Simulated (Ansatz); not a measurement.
# WC, space group Fm-3m: a test of the smearing width

Computed with Ansatz 0.2.0, Python API.

At the Python prompt:
```pycon
>>> from dataclasses import dataclass
>>> import ansatz as az
>>> @dataclass
... class Settings:
...     xc: str = "LDA"
...     cutoff: int = 510
...     k_density: float = 5.1
...
>>> opts = Settings()
>>> lattice = az.Lattice.of(
...     [0.0, 2.192684, 2.192684],
...     [2.192684, 0.0, 2.192684],
...     [2.192684, 2.192684, 0.0],
... )
>>> sites = [
...     ("W", [0.0, 0.0, 0.0]),
...     ("C", [0.5, 0.5, 0.5]),
... ]
>>> crystal = az.Crystal(lattice=lattice)
>>> for symbol, position in sites:
...     crystal = crystal.atom(symbol, position)
...
>>> [site.symbol for site in crystal.resolved().sites]
['W', 'C']
>>> calc = crystal.calculation().functional(opts.xc).basis(opts.cutoff).kpoints(density=opts.k_density)
>>> rows = []
>>> for value in [0.5, 0.3, 0.2, 0.1]:
...     rep = calc.occupations("cold", width=value).run(threads=1).report
...     rows.append((value, rep["free_energy_ev"] / len(rep["lattice"]["sites"]), rep["n_iterations"], rep["n_kpoints"]))
...
>>> print("  width (eV)   F/atom (eV)    iterations      k-points")
  width (eV)   F/atom (eV)    iterations      k-points
>>> for row in rows:
...     print(f"{str(row[0]):>12s}  {row[1]:12.5f}  {row[2]:12d}  {row[3]:12d}")
...
         0.5   -5186.20072             5            84
         0.3   -5186.19934             5            84
         0.2   -5186.19835             5            84
         0.1   -5186.19815             5            84
>>> # the last row is the reference
>>> for row in rows[:-1]:
...     shift = 1000 * (row[1] - rows[-1][1])
...     print(f"{row[0]}: {shift:+.2f} meV/atom" + ("  (within 5 meV)" if abs(shift) < 5 else ""))
...
0.5: -2.57 meV/atom  (within 5 meV)
0.3: -1.19 meV/atom  (within 5 meV)
0.2: -0.20 meV/atom  (within 5 meV)
```

Going from 0.1 to 0.5 eV changes F by -2.6 meV an atom. This scheme is built to cancel the term in the square of the width, so the shifts stay small and are partly the mesh's error.

Caveats:
- No spin polarisation was allowed.
- The narrowest width needs the finest mesh, so the last row is no converged reference.
- Spin-orbit coupling, which matters for elements this heavy, is left out.
- This cell is a computed structure, which may not be the phase found in nature.
- Timing: 11 s on 1 thread of Intel(R) Xeon(R) Platinum 8259CL CPU @ 2.50GHz (Skylake/Cascade Lake) (shared host), peak memory 0.39 GiB.
